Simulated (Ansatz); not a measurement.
# Mn (Mn, A15): the cost of one run

Program: Ansatz 0.2.0. Level of theory: DFT r2SCAN, plane waves (500 eV) with PAW, scalar-relativistic; PAW files made under PBE, frozen cores solved again for the functional. These are calculated values, not measurements.

## 1. The structure to begin with

The structure is cubic, space group Pm-3n (No. 223). Conventional cell: a = 4.547 Å, b = 4.547 Å, c = 4.547 Å, α = 90.00°, β = 90.00°, γ = 90.00°. Mn (site symmetry m-3) is surrounded by 12 Mn at 2.54 Å. Around Mn (site symmetry -4m2) lie 6 Mn at 2.27 to 2.54 Å.

As a file:

```cif
data_structure
_symmetry_space_group_name_H-M 'Pm-3n'
_symmetry_Int_Tables_number 223
_cell_length_a 4.5468
_cell_length_b 4.5468
_cell_length_c 4.5468
_cell_angle_alpha 90.000
_cell_angle_beta 90.000
_cell_angle_gamma 90.000
_cell_volume 94.00
loop_
_atom_site_label
_atom_site_type_symbol
_atom_site_symmetry_multiplicity
_atom_site_Wyckoff_symbol
_atom_site_fract_x
_atom_site_fract_y
_atom_site_fract_z
_atom_site_occupancy
Mn1 Mn 2 a 0.00000 0.00000 0.00000 1
Mn2 Mn 6 c 0.25000 0.00000 0.50000 1
```

## 2. Relaxation of the cell

Input file input.yaml:

```yaml
crystal:
  lattice:
    - [4.5467736727, 0.0, 0.0]
    - [0.0, 4.5467736727, 0.0]
    - [0.0, 0.0, 4.5467736727]
  atoms:
    - { symbol: Mn, position: [0.0, 0.0, 0.0] }
    - { symbol: Mn, position: [0.5, 0.5, 0.5] }
    - { symbol: Mn, position: [0.25, 0.0, 0.5] }
    - { symbol: Mn, position: [0.75, 0.0, 0.5] }
    - { symbol: Mn, position: [0.5, 0.25, 0.0] }
    - { symbol: Mn, position: [0.5, 0.75, 0.0] }
    - { symbol: Mn, position: [0.0, 0.5, 0.25] }
    - { symbol: Mn, position: [0.0, 0.5, 0.75] }
hamiltonian:
  xc: r2scan
  pseudopotentials:
    kind: paw
    azcp:
      Mn: "pseudopotentials/Mn.paw.azcp"
basis:
  ecutwfc: 500
  fft_grid_basis: typed
kpoints:
  mp_grid: { grid: [6, 6, 6], shift: [0, 0, 0] }
magnetization:
  spin_polarized: false
scf:
  occupations: { method: fermi_dirac, width: 0.1 }
relax:
  max_steps: 60
  f_tol: 0.01
  cell: {}
```

What time and memory should one allow on 2 threads of an x86-64 CPU, shared host?

About 1.8 min, with a peak of 0.84 GiB.
